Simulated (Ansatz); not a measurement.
**C2H6BNSe: up Jacob's ladder to CCSD(T)**

An exercise on one series of results from a longer session: the logs are not shown, and one member is left open.

Computed with Ansatz 0.2.0, Gaussian basis. Level: functionals in def2-TZVPP, the program's frozen cores in correlated methods.

The runs, in order: LDA (SPW92), PBE-D4, revPBE-D4, BLYP-D4, r2SCAN-D4, B97M-V, PBE0-D4, B3LYP-D4, r2SCANh-D4, r2SCAN0-D4, HSE06-D4, BHLYP-D4, CAM-B3LYP-D4, LC-ωPBE, ωB97X-V, ωB97M-V, B2PLYP, PBE-QIDH; CCSD(T)/def2-SVP; CCSD(T)/def2-TZVPP; MP2/def2-QZVPP; extrapolation to the limit; RPA on PBE.

## Structure used throughout

The geometry comes from an earlier relaxation with PBE0-D4 in a triple-zeta def2 set; it is a stationary point, not always the lowest conformer.

SMILES `CBC(N)=[Se]`, 11 atoms, charge 0, spin multiplicity 1.

Atoms are counted from 1 here; the program's logs count them from 0.

Bond lengths: C1–B2 1.576 Å, C1–H6 1.093 Å, C1–H7 1.098 Å, C1–H8 1.092 Å, B2–C3 1.534 Å, B2–H9 1.200 Å, C3–N4 1.308 Å, C3–Se5 1.808 Å, N4–H10 1.007 Å, N4–H11 1.010 Å. Angles: B2–C1–H6 111.4°, B2–C1–H7 108.8°, B2–C1–H8 113.8°, H6–C1–H7 106.2°, H6–C1–H8 108.5°, H7–C1–H8 107.8°, C1–B2–C3 122.1°, C1–B2–H9 120.9°, C3–B2–H9 116.0°, B2–C3–N4 140.4°, B2–C3–Se5 89.4°, N4–C3–Se5 130.1°, C3–N4–H10 120.7°, C3–N4–H11 121.1°, H10–N4–H11 118.2°.

The first run:

Contents of in.yaml:

```yaml
crystal:
  periodic: [false, false, false]
  atoms:
    - {symbol: C, position_ang: [-1.284540, 0.754372, 0.805116]}
    - {symbol: B, position_ang: [0.168216, 0.774374, 0.195619]}
    - {symbol: C, position_ang: [0.696173, -0.362484, -0.688600]}
    - {symbol: N, position_ang: [1.215841, -1.558966, -0.589233]}
    - {symbol: Se, position_ang: [0.289695, 0.613394, -2.154892]}
    - {symbol: H, position_ang: [-1.734059, 1.750198, 0.797302]}
    - {symbol: H, position_ang: [-1.220921, 0.455447, 1.860000]}
    - {symbol: H, position_ang: [-1.964742, 0.063772, 0.302226]}
    - {symbol: H, position_ang: [0.982916, 1.571802, 0.570035]}
    - {symbol: H, position_ang: [1.384141, -1.973289, 0.313522]}
    - {symbol: H, position_ang: [1.467278, -2.088630, -1.411096]}
basis:
  gaussian: {orbitals: def2-TZVPP}
hamiltonian: {xc: lda}
output: {orbitals: {seedname: orbitals}}
```

Launch:

```console
$ ansatz run in.yaml --threads 4 --pin off --events-out ev --progress --plain --max-ram 10444MiB
```

Among the steps run: LDA; PBE-D4 (GGA); revPBE-D4 (GGA); BLYP-D4 (GGA); r2SCAN-D4 (meta-GGA); B97M-V (meta-GGA); B3LYP-D4 (hybrid); r2SCANh-D4 (hybrid); r2SCAN0-D4 (hybrid); HSE06-D4 (hybrid); BHLYP-D4 (hybrid); CAM-B3LYP-D4 (range-separated); LC-ωPBE (range-separated); ωB97X-V (range-separated); ωB97M-V (range-separated); B2PLYP (double hybrid); PBE-QIDH (double hybrid).

One of the session's tables, all rows but one given; the rest of the session is left out.

It belongs to the step «Frontier levels by functional». 

```
  functional  HOMO (eV)  gap (eV)
 LDA (SPW92)          ?         ?
      PBE-D4      -5.62      3.53
   revPBE-D4      -5.56      3.56
     BLYP-D4      -5.45      3.51
   r2SCAN-D4      -5.84      3.90
      B97M-V      -5.85      3.96
     PBE0-D4      -6.64      5.44
    B3LYP-D4      -6.43      5.03
  r2SCANh-D4      -6.22      4.61
  r2SCAN0-D4      -6.80      5.69
    HSE06-D4      -6.26      4.67
    BHLYP-D4      -7.50      7.37
CAM-B3LYP-D4      -7.83      7.74
     LC-ωPBE      -9.09     10.05
     ωB97X-V      -8.78      9.72
     ωB97M-V      -8.68      9.56
```

Estimate the missing values for LDA (SPW92).

The run gave: HOMO (eV): -5.78; gap (eV): 3.48. In the column «HOMO (eV)» it lies between r2SCAN-D4 (-5.84) and PBE-D4 (-5.62).
